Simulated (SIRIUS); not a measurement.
Set up this calculation in SIRIUS 7.10.0, as the native input.

```yaml
Task: single point
Functional: PBEsol
Potentials_or_basis: PseudoDojo 0.4.1 PBE standard (scalar relativistic)
Cutoff: 1152 eV
Density_cutoff: 4606 eV
k_mesh: 7 × 7 × 1
Occupations: fermi-dirac, width 0.05 eV
Spin: no spin polarisation
Libxc_names: "[\"XC_GGA_X_PBE_SOL\", \"XC_GGA_C_PBE_SOL\"]"
Energy_tol: 1e-08 Ha
Density_tol: 1e-06
Mixer: anderson
Mixing_beta: 0.7
Max_scf: 100
Radial_cutoff_for_the_potentials'_integrals: 6.5 bohr
```

Pt, a sheet with vacuum:

```
CELL_PARAMETERS angstrom
2.52308 0.00000 0.00000
0.00000 2.52308 0.00000
0.00000 0.00000 23.80000
ATOMIC_POSITIONS crystal
Pt 0.00000 0.00000 0.29412
```

The cell was built by a generator and needn't be a form met in nature.

The input as run:

sirius.json

```json
{
  "control": {
    "processing_unit": "cpu",
    "verbosity": 2,
    "num_bands_to_print": 16,
    "print_forces": true,
    "print_stress": true
  },
  "parameters": {
    "electronic_structure_method": "pseudopotential",
    "xc_functionals": ["XC_GGA_X_PBE_SOL", "XC_GGA_C_PBE_SOL"],
    "gk_cutoff": 9.2,
    "pw_cutoff": 18.4,
    "ngridk": [7, 7, 1],
    "shiftk": [0, 0, 0],
    "smearing": "fermi_dirac",
    "smearing_width": 0.0018374661,
    "num_bands": 16,
    "num_mag_dims": 0,
    "num_dft_iter": 100,
    "energy_tol": 1e-08,
    "density_tol": 1e-06
  },
  "iterative_solver": {
    "type": "davidson",
    "min_tolerance": 1e-09,
    "tolerance_scale": [0.1, 0.25]
  },
  "mixer": {
    "type": "anderson",
    "beta": 0.7,
    "max_history": 8
  },
  "settings": {
    "tol_ne": 1e-10,
    "pseudo_grid_cutoff": 6.5
  },
  "unit_cell": {
    "lattice_vectors": [
      [4.767930190521, 0.0, 0.0],
      [0.0, 4.767930190521, 0.0],
      [0.0, 0.0, 44.975481766093]
    ],
    "atom_coordinate_units": "lattice",
    "atom_types": ["Pt"],
    "atom_files": {
      "Pt": "Pt.json"
    },
    "atoms": {
      "Pt": [
        [0.0, 0.0, 0.29412]
      ]
    }
  }
}
```

Potentials or basis: PseudoDojo 0.4.1 PBE standard (scalar relativistic).

Command:

```sh
$ upf_to_json Pt.upf
$ OMP_NUM_THREADS=1 sirius.scf --input=sirius.json --output=out.json --task=0
```

Results of the run:

| Item | Value |
| --- | --- |
| Band gap on the k mesh | none (metal or under the smearing width) |

Run time: 49 s on 1 thread of Arm Neoverse V1, on a shared host, peak memory 0.54 GiB.
